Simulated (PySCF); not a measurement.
# CH4BrClGe: the cost of one run

Computed with PySCF 2.14.0, with density-fitted response routines of our own, on a single molecule in the gas phase. Atoms count from 0, in the outputs and in this text.

### Step 1. The molecule as given

8 atoms, charge 0, multiplicity 1; geometry from: GFN2-xTB. The atoms were then displaced at random by about 0.01 Å, so the start is not that level's minimum.

Bonds of the start (Å): C0–Ge1 1.96, Ge1–Cl2 2.11, Ge1–Br3 2.31, C0–H4 1.11, C0–H5 1.06, C0–H6 1.11, Ge1–H7 1.53.

### Step 2. Geometry optimisation at PBE0-D3(BJ)/def2-SVP

Job settings and geometry (Å):

```
{"job": {"xc": "PBE0", "basis": "def2-SVP", "d3": "d3bj", "grid": 1, "shake": 0.01, "kind": "geom"}, "charge": 0, "multiplicity": 1}
C     -1.079800    -0.230460    -0.068130
Ge     0.838120     0.066880     0.205300
Cl     1.951400    -1.284040    -0.967400
Br     1.400500     2.208300    -0.460710
H     -1.337890    -0.087930    -1.138360
H     -1.385320    -1.204310     0.227640
H     -1.672060     0.511150     0.499780
H      1.340180     0.001280     1.649410
```

Run with:

```bash
$ OMP_NUM_THREADS=1 python probes_run.py task.json out
```

This one command runs all jobs of the session in turn.

Q: Estimate the wall time and peak memory of this first job on 1 thread of Arm Neoverse V1, shared host.

About 86 s, with a peak of 0.49 GiB.
